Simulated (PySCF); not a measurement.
**LaO₂⁻: valence singlet, from a bent start**

Aim: relax LaO₂⁻ as a valence singlet from a bent start, check by its vibrations whether the end is a minimum, and collect its spectrum and constants.

Method: PBE0, basis La lcecp-1-TZVP with ECP46, O def2-TZVP, scalar-relativistic core potentials, no spin–orbit coupling, density fitting; program: PySCF 2.14.0.

## Step 1: The system as given

3 atoms, charge -1, spin multiplicity 1.

Bond lengths: La1–O2 1.960 Å, La1–O3 1.960 Å. Angles: O2–La1–O3 110.0°.

Z-matrix (Å, degrees; charge -1 multiplicity 1):
```
La
O  1 1.9600
O  1 1.9600 2 110.00
```

## Step 2: Relaxing the valence singlet from the bent start

The steps below are one call of a driver around PySCF. For each, scf.py gives the equivalent set-up of the SCF; relaxations use the driver's own optimiser. Before each start the driver seeks the lowest SCF state from one or more starting densities and follows internal instabilities, so scf.py alone need not reach the same state.

The program finds C2v symmetry in the start, which this walk keeps. The walk stops when the largest gradient is under 0.0003 Eh/bohr and the energy has settled too.

scf.py

```python
from pyscf import gto, scf, dft
mol = gto.M(atom='''
La     0.000000     0.000000    -0.210438
O      1.605500    -0.000000     0.913762
O     -1.605500     0.000000     0.913762''',
    basis={'La': 'lcecp-1-TZVP', 'O': 'def2-TZVP'},
    ecp={'La': 'lcecp-1-TZVP'},
    charge=-1, spin=0)
mf = dft.RKS(mol, xc='PBE0')
mf.grids.atom_grid = (50, 194)
aux = {'La': 'AutoAux', 'O': 'def2-universal-JKFIT'}  # AutoAux: made from the orbital basis
mf = mf.density_fit(auxbasis=aux)
mf.kernel()
```

After this run come: Hessian and properties.

Q: Predict the outcome of this session. Wanted: minimum; geometry; wavenumbers; dipole moment; highest occupied, lowest empty level; polar-tensor charge of La1; zero-point energy.

As calculated:

```
                            quantity                                        value
                             minimum  valence singlet (4f shell in the core), C2v
                            geometry             La–O 2.005 Å (×2); O–La–O 110.7°
                  wavenumbers (cm⁻¹)                 205 (a1), 613 (b2), 694 (a1)
      dipole moment (centre of mass)                                       9.29 D
highest occupied, lowest empty level                                0.09, 2.29 eV
          polar-tensor charge of La1                                      +1.32 e
                   zero-point energy                                   9.0 kJ/mol
                 entropy at 298.15 K                              280.7 J/(mol K)
```

**Reading.** The bent start keeps its C2v symmetry and ends in a minimum. The strongest infrared band lies at 613 cm⁻¹ (b2, stretch). Only this shape and spin were tried, so other structures or states may lie lower. The highest occupied level lies above zero: either self-interaction error lifts it or the extra electron is not bound, and the basis holds it in place. The 4f shell sits in the core potential, so its spin is not counted. The basis has no diffuse functions, which an anion would want. Spin–orbit coupling is left out.
